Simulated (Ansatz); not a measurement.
# C2H8GeO: the cost of one run

Program: Ansatz 0.2.0. Level of theory: RKS PBE-D4/def2-SVP. These are calculated values, not measurements.

### Step 1. The structure to begin with

Bond lengths: Ge1–O2 2.170 Å, O2–C3 1.403 Å, Ge1–C4 1.910 Å, Ge1–H6 1.516 Å, Ge1–H7 1.516 Å, C3–H8 1.093 Å, C3–H9 1.095 Å, C3–H10 1.093 Å, C4–H11 1.082 Å, C4–H12 1.083 Å. Angles (14 of 16 angles, heavy atoms first): Ge1–O2–C3 140.2°, O2–Ge1–C4 73.5°, O2–Ge1–H6 102.7°, O2–Ge1–H7 101.8°, C4–Ge1–H6 126.1°, C4–Ge1–H7 125.9°, O2–C3–H8 110.6°, O2–C3–H9 111.0°, O2–C3–H10 108.4°, Ge1–C4–H11 115.9°, Ge1–C4–H12 115.6°, H6–Ge1–H7 107.7°, H8–C3–H9 109.0°, H8–C3–H10 108.7°.

Structure file:

```xyz
12

Ge   -0.6223    1.3305    0.4503
O     0.3429   -0.5651    0.0235
C     0.9778   -1.6245    0.6891
C    -0.8069    1.0379   -1.4278
H    -0.1054   -0.1194   -1.1011
H    -1.6322    0.9565    1.5168
H     0.4955    2.1020    1.1229
H     1.6625   -1.2452    1.4523
H     0.2454   -2.2859    1.1637
H     1.5517   -2.1985   -0.0436
H    -0.2908    1.7412   -2.0687
H    -1.8182    0.8704   -1.7774
```

### Step 2. Pulling towards end A

Springs on the bonds that form and break draw the guess towards this end; the thresholds are loose.

File input.yaml:

```yaml
crystal:
  periodic: [false, false, false]
  atoms:
    - { symbol: Ge, position_ang: [-0.6223, 1.3305, 0.4503] }
    - { symbol: O, position_ang: [0.3429, -0.5651, 0.0235] }
    - { symbol: C, position_ang: [0.9778, -1.6245, 0.6891] }
    - { symbol: C, position_ang: [-0.8069, 1.0379, -1.4278] }
    - { symbol: H, position_ang: [-0.1054, -0.1194, -1.1011] }
    - { symbol: H, position_ang: [-1.6322, 0.9565, 1.5168] }
    - { symbol: H, position_ang: [0.4955, 2.102, 1.1229] }
    - { symbol: H, position_ang: [1.6625, -1.2452, 1.4523] }
    - { symbol: H, position_ang: [0.2454, -2.2859, 1.1637] }
    - { symbol: H, position_ang: [1.5517, -2.1985, -0.0436] }
    - { symbol: H, position_ang: [-0.2908, 1.7412, -2.0687] }
    - { symbol: H, position_ang: [-1.8182, 0.8704, -1.7774] }
basis:
  gaussian: { orbitals: def2-SVP }
hamiltonian:
  xc: pbe
  dispersion: d4
relax:
  f_tol: 0.15
  max_steps: 25
  restrain:
    - { distance: [4, 1], at: 2.27, k: 30.0 }
    - { distance: [0, 1], at: 1.86, k: 30.0 }
    - { distance: [4, 3], at: 1.07, k: 30.0 }
```

Started as:

```console
> ansatz run input.yaml --threads 2 --pin off --max-ram 3072MiB --backend cpu --events-out ev --progress --plain --runs-dir out
```

What time and memory should one allow on 2 threads of Intel Xeon Platinum 8175M at 2.50GHz (Skylake/Cascade Lake), shared host?

About 25 s, with a peak of 0.17 GiB.
